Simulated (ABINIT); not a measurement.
# FeO (Fm-3m) in ABINIT: convergence with smearing width

Aim: find how far smearing width must go before the results for FeO settle, at PBE. This setting moves, with any that are tied to it; all else stays.

All numbers are computed with ABINIT 10.8.3 (patched build); they aren't measurements. Logs are shortened: lines on timing, memory, paths and dates and some standing lists are left out, and cuts for length are marked. The log counts tension as positive stress, the text compression.

### 1 The structure

Symmetry: Fm-3m, No. 225, cubic system. Conventional cell: a = 4.311 Å, b = 4.311 Å, c = 4.311 Å, α = 90.00°, β = 90.00°, γ = 90.00°. Fe (site symmetry m-3m) has 6 O at 2.16 Å as nearest neighbours. O (site symmetry m-3m) is surrounded by 6 Fe at 2.16 Å.

### 2 With smearing width 0.272 eV

run.abi

```
# Pseudopotentials
pp_dirpath "./"
pseudos "26_Fe_16_2.0_2.5_pbe_n_v1.0.psp8, 08_O_6_1.2_1.4_pbe_n_v1.0.psp8"

# Structure
acell 3*1.0
rprim
     0.0000000000     4.0731159914     4.0731159914
     4.0731159914     0.0000000000     4.0731159914
     4.0731159914     4.0731159914     0.0000000000
ntypat 2
znucl 26 8
natom 2
typat 1 2
xred
     0.0000000000     0.0000000000     0.0000000000
     0.5000000000     0.5000000000     0.5000000000

# Plane-wave basis
ecut 40.0

# k points
kptopt 1
ngkpt 8 8 8
nshiftk 1
shiftk 0.0 0.0 0.0

# Exchange and correlation
ixc 11

# Bands and occupations
nband 16
occopt 7
tsmear 0.272 eV

# Spin
nsppol 2
spinat
     0.0000000000     0.0000000000     4.0000000000
     0.0000000000     0.0000000000     0.0000000000

# SCF cycle
nstep 100
tolvrs 1.0e-10

# Output
iomode 3
prtwf 0
prtden 0
prteig 0
prtebands 0
enunit 2
```

Potentials or basis: SPMS NC PBE v1.0.

Run with:

```console
> abinit run.abi > log 2>&1
```

run.abo:

```text
.Version 10.8.3 of ABINIT
 Symmetries : space group Fm -3 m (#225); Bravais cF (face-center cubic)
================================================================================
 Values of the parameters that define the memory need of the present run
     intxc =       0    ionmov =       0      iscf =       7    lmnmax =       6
     lnmax =       6     mgfft =      36  mpssoang =       3    mqgrid =    3001
     natom =       2  nloc_mem =       1    nspden =       2   nspinor =       1
    nsppol =       2      nsym =      48    n1xccc =    2501    ntypat =       2
    occopt =       7   xclevel =       2
       mpw =        1640          nfft =       46656          nkpt =          29
================================================================================
================================================================================

--------------------------------------------------------------------------------
------------- Echo of variables that govern the present computation ------------
--------------------------------------------------------------------------------
 -outvars: echo values of preprocessed input variables --------
            acell      1.0000000000E+00  1.0000000000E+00  1.0000000000E+00 Bohr
              amu      5.58470000E+01  1.59994000E+01
             ecut      4.00000000E+01 Hartree
           enunit           2
              ixc          11
         kptrlatt        8    0    0      0    8    0      0    0    8
          kptrlen      4.60820470E+01
            natom           2
            nband          16
            ngfft          36      36      36
             nkpt          29
           nspden           2
           nsppol           2
            nstep         100
             nsym          48
           ntypat           2
           occopt           7
           prtden           0
        prtebands           0
           prteig           0
            prtwf           0
            rprim      0.0000000000E+00  4.0731159914E+00  4.0731159914E+00
                       4.0731159914E+00  0.0000000000E+00  4.0731159914E+00
                       4.0731159914E+00  4.0731159914E+00  0.0000000000E+00
          spgroup         225
           spinat      0.0000000000E+00  0.0000000000E+00  4.0000000000E+00
                       0.0000000000E+00  0.0000000000E+00  0.0000000000E+00
           tolvrs      1.00000000E-10
           tsmear      9.99581563E-03 Hartree
            typat      1  2
           xangst      0.0000000000E+00  0.0000000000E+00  0.0000000000E+00
                       2.1554001586E+00  2.1554001586E+00  2.1554001586E+00
            xcart      0.0000000000E+00  0.0000000000E+00  0.0000000000E+00
                       4.0731159914E+00  4.0731159914E+00  4.0731159914E+00
             xred      0.0000000000E+00  0.0000000000E+00  0.0000000000E+00
                       5.0000000000E-01  5.0000000000E-01  5.0000000000E-01
            znucl       26.00000    8.00000

================================================================================

[... 130 lines left out ...]
 frms,max,avg= 0.0000000E+00 0.0000000E+00   0.000E+00  0.000E+00  0.000E+00 h/b

 cartesian forces (eV/Angstrom) at end:
    1     -0.00000000000000    -0.00000000000000    -0.00000000000000
    2     -0.00000000000000    -0.00000000000000    -0.00000000000000
 frms,max,avg= 0.0000000E+00 0.0000000E+00   0.000E+00  0.000E+00  0.000E+00 e/A
 length scales=  1.000000000000  1.000000000000  1.000000000000 bohr
              =  0.529177210544  0.529177210544  0.529177210544 angstroms
 Fermi (or HOMO) energy (hartree) =   0.24937   Average Vxc (hartree)=  -0.46831
 Magnetization (Bohr magneton)=  4.00039624E+00
 Total spin up =  1.30001981E+01   Total spin down =  8.99980188E+00
 Eigenvalues (hartree) for nkpt=  29  k points, SPIN UP:
 kpt#   1, nband= 16, wtk=  0.00195, kpt=  0.0000  0.0000  0.0000 (reduced coord)
  -3.03443   -1.80369   -1.80369   -1.80369   -0.51105    0.10047    0.10047    0.10047
   0.10702    0.10702    0.10833    0.10833    0.10833    0.25385    0.81591    0.87460
      occupation numbers for kpt#   1
   1.00000    1.00000    1.00000    1.00000    1.00000    1.00000    1.00000    1.00000
   1.00000    1.00000    1.00000    1.00000    1.00000    0.26283    0.00000    0.00000
 prteigrs : prtvol=0 or 1, do not print more k-points.

 Eigenvalues (hartree) for nkpt=  29  k points, SPIN DOWN:
 kpt#   1, nband= 16, wtk=  0.00195, kpt=  0.0000  0.0000  0.0000 (reduced coord)
  -2.93601   -1.66897   -1.66897   -1.66897   -0.49146    0.12973    0.12973    0.12973
   0.22348    0.22348    0.22348    0.25927    0.25927    0.28171    0.81415    0.90518
      occupation numbers for kpt#   1
   1.00000    1.00000    1.00000    1.00000    1.00000    1.00000    1.00000    1.00000
   0.99987    0.99987    0.99987    0.08061    0.08061    0.00000    0.00000    0.00000
 prteigrs : prtvol=0 or 1, do not print more k-points.

 Fermi (or HOMO) energy (eV) =   6.78565   Average Vxc (eV)= -12.74324
 Eigenvalues (   eV  ) for nkpt=  29  k points, SPIN UP:
 kpt#   1, nband= 16, wtk=  0.00195, kpt=  0.0000  0.0000  0.0000 (reduced coord)
 -82.57107  -49.08086  -49.08086  -49.08086  -13.90649    2.73406    2.73406    2.73406
   2.91214    2.91214    2.94778    2.94778    2.94778    6.90771   22.20205   23.79915
 prteigrs : prtvol=0 or 1, do not print more k-points.

 Eigenvalues (   eV  ) for nkpt=  29  k points, SPIN DOWN:
 kpt#   1, nband= 16, wtk=  0.00195, kpt=  0.0000  0.0000  0.0000 (reduced coord)
 -79.89292  -45.41512  -45.41512  -45.41512  -13.37338    3.53026    3.53026    3.53026
   6.08132    6.08132    6.08132    7.05511    7.05511    7.66576   22.15417   24.63127
 prteigrs : prtvol=0 or 1, do not print more k-points.

--- !EnergyTerms
iteration_state     : {dtset: 1, }
comment             : Components of total free energy in Hartree
kinetic             :  5.75419669298607E+01
hartree             :  3.07169226556845E+01
xc                  : -1.98300421515687E+01
Ewald energy        : -9.50137709557258E+01
psp_core            :  6.98496264532704E+00
local_psp           : -7.86368196545693E+01
non_local_psp       : -3.54020164401143E+01
internal            : -1.33638796971106E+02
'-kT*entropy'       : -1.93857962405821E-03
total_energy        : -1.33640735550730E+02
total_energy_eV     : -3.63654967326792E+03
band_energy         : -1.61968856875837E+01
...

 Cartesian components of stress tensor (hartree/bohr^3)
  sigma(1 1)=  6.01440558E-06  sigma(3 2)=  0.00000000E+00
  sigma(2 2)=  6.01440558E-06  sigma(3 1)=  0.00000000E+00
  sigma(3 3)=  6.01440558E-06  sigma(2 1)=  0.00000000E+00

-Cartesian components of stress tensor (GPa)         [Pressure= -1.7695E-01 GPa]
- sigma(1 1)=  1.76949921E-01  sigma(3 2)=  0.00000000E+00
- sigma(2 2)=  1.76949921E-01  sigma(3 1)=  0.00000000E+00
- sigma(3 3)=  1.76949921E-01  sigma(2 1)=  0.00000000E+00

== END DATASET(S) ==============================================================
================================================================================

 -outvars: echo values of variables after computation  --------
            acell      1.0000000000E+00  1.0000000000E+00  1.0000000000E+00 Bohr
           etotal     -1.3364073555E+02
            fcart     -0.0000000000E+00 -0.0000000000E+00 -0.0000000000E+00
                      -0.0000000000E+00 -0.0000000000E+00 -0.0000000000E+00
            rprim      0.0000000000E+00  4.0731159914E+00  4.0731159914E+00
                       4.0731159914E+00  0.0000000000E+00  4.0731159914E+00
                       4.0731159914E+00  4.0731159914E+00  0.0000000000E+00
           strten      6.0144055796E-06  6.0144055796E-06  6.0144055796E-06
                       0.0000000000E+00  0.0000000000E+00  0.0000000000E+00
           xangst      0.0000000000E+00  0.0000000000E+00  0.0000000000E+00
                       2.1554001586E+00  2.1554001586E+00  2.1554001586E+00
             xred      0.0000000000E+00  0.0000000000E+00  0.0000000000E+00
                       5.0000000000E-01  5.0000000000E-01  5.0000000000E-01
 Calculation completed.
```

Wall time 48 s (1 thread of Arm Neoverse V2, shared host); peak memory 0.09 GiB.

Results:

```yaml
Free_energy: -3636.5497 eV
Pressure: -0.2 GPa
Band_gap_on_the_k_mesh: none (metal or under the smearing width)
Net_moment: 4.00 μB per cell
Site_moments: Fe +3.54; O +0.34 μB
Valence_electrons_inside_the_program's_atomic_spheres: Fe 13.90; O 6.22
```

### 3 With smearing width 0.2 eV

Changes to run.abi since step 2:

```diff
@@ -33,3 +33,3 @@
 occopt 7
-tsmear 0.272 eV
+tsmear 0.2 eV
```

Potentials or basis: SPMS NC PBE v1.0.

Run with:

```console
> abinit run.abi > log 2>&1
```

Run time: 47 s. Hardware: 1 thread of Arm Neoverse V2, shared host; peak memory 0.09 GiB.

Results (log left out):

```
Free energy                                           : -3636.5374 eV
Pressure                                              : -0.3 GPa
Band gap on the k mesh                                : none (metal or under the smearing width)
Net moment                                            : 4.00 μB per cell
Site moments                                          : Fe +3.54; O +0.34 μB
Valence electrons inside the program's atomic spheres : Fe 13.90; O 6.22
```

### 4 With smearing width 0.136 eV

Changes to run.abi since step 3:

```diff
@@ -33,3 +33,3 @@
 occopt 7
-tsmear 0.2 eV
+tsmear 0.136 eV
```

Run with:

```console
> abinit run.abi > log 2>&1
```

It took 48 s on 1 thread of Arm Neoverse V2, shared host; peak memory 0.09 GiB.

The run converged. Its results:

| Item | Value |
| --- | --- |
| Free energy | -3636.5291 eV |
| Pressure | -0.4 GPa |
| Band gap on the k mesh | none (metal or under the smearing width) |
| Net moment | 4.00 μB per cell |
| Site moments | Fe +3.54; O +0.34 μB |
| Valence electrons inside the program's atomic spheres | Fe 13.90; O 6.22 |

### 5 With smearing width 0.1 eV

Changes to run.abi since step 4:

```diff
@@ -33,3 +33,3 @@
 occopt 7
-tsmear 0.136 eV
+tsmear 0.1 eV
```

Run with:

```console
> abinit run.abi > log 2>&1
```

Wall time 48 s (1 thread of Arm Neoverse V2, shared host); peak memory 0.09 GiB.

The run converged. Its results:

```
Free energy                                           : -3636.5255 eV
Pressure                                              : -0.4 GPa
Band gap on the k mesh                                : none (metal or under the smearing width)
Net moment                                            : 4.00 μB per cell
Site moments                                          : Fe +3.54; O +0.34 μB
Valence electrons inside the program's atomic spheres : Fe 13.90; O 6.22
```

### 6 With smearing width 0.05 eV

Changes to run.abi since step 5:

```diff
@@ -33,3 +33,3 @@
 occopt 7
-tsmear 0.1 eV
+tsmear 0.05 eV
```

Potentials or basis: SPMS NC PBE v1.0.

Run with:

```console
> abinit run.abi > log 2>&1
```

Wall time 48 s (1 thread of Arm Neoverse V2, shared host); peak memory 0.09 GiB.

It converged, with:

```
Free energy                                           : -3636.5219 eV
Pressure                                              : -0.5 GPa
Band gap on the k mesh                                : none (metal or under the smearing width)
Net moment                                            : 4.00 μB per cell
Site moments                                          : Fe +3.54; O +0.33 μB
Valence electrons inside the program's atomic spheres : Fe 13.90; O 6.22
```

### 7 With smearing width 0.025 eV

Changes to run.abi since step 6:

```diff
@@ -33,3 +33,3 @@
 occopt 7
-tsmear 0.05 eV
+tsmear 0.025 eV
```

Run with:

```console
> abinit run.abi > log 2>&1
```

It took 48 s on 1 thread of Arm Neoverse V2, shared host; peak memory 0.09 GiB.

It converged, with:

```yaml
Free_energy: -3636.5212 eV
Pressure: -0.5 GPa
Band_gap_on_the_k_mesh: none (metal or under the smearing width)
Net_moment: 4.00 μB per cell
Site_moments: Fe +3.54; O +0.33 μB
Valence_electrons_inside_the_program's_atomic_spheres: Fe 13.90; O 6.22
```

### 8 With smearing width 0.01 eV

Changes to run.abi since step 7:

```diff
@@ -33,3 +33,3 @@
 occopt 7
-tsmear 0.025 eV
+tsmear 0.01 eV
```

Run with:

```console
> abinit run.abi > log 2>&1
```

It took 48 s on 1 thread of Arm Neoverse V2, shared host; peak memory 0.09 GiB.

It converged, with:

- Free energy: -3636.5210 eV
- Pressure: -0.5 GPa
- Band gap on the k mesh: none (metal or under the smearing width)
- Net moment: 4.00 μB per cell
- Site moments: Fe +3.54; O +0.33 μB
- Valence electrons inside the program's atomic spheres: Fe 13.90; O 6.22

### 9 The series at a glance

```csv
smearing width,"energy less the tightest run, at zero smearing (meV/atom)",pressure (GPa),SCF cycles,CPU time (s),peak memory (GiB)
0.272 eV,-1.16,-0.18,12,48,0.09
0.2 eV,-0.86,-0.32,12,47,0.09
0.136 eV,-0.29,-0.41,12,48,0.09
0.1 eV,0.01,-0.45,12,48,0.09
0.05 eV,0.12,-0.49,12,48,0.09
0.025 eV,-0.01,-0.51,12,48,0.09
0.01 eV,0.00,-0.51,12,48,0.09
```

Against the tightest run, the energy stays within 1 meV/atom from 0.2 eV on; the pressure stays within 0.1 GPa from 0.1 eV on. Narrower smearing needs a denser k mesh, so at a fixed mesh the narrowest width isn't the most accurate. The tightest run that finished is the yardstick and may itself not be fully converged.

Caveats: a cell with one magnetic atom can't hold antiferromagnetic order, which such compounds often take; semilocal functionals often make such compounds metallic where correlation or magnetic order opens a gap, which also shifts bond lengths.
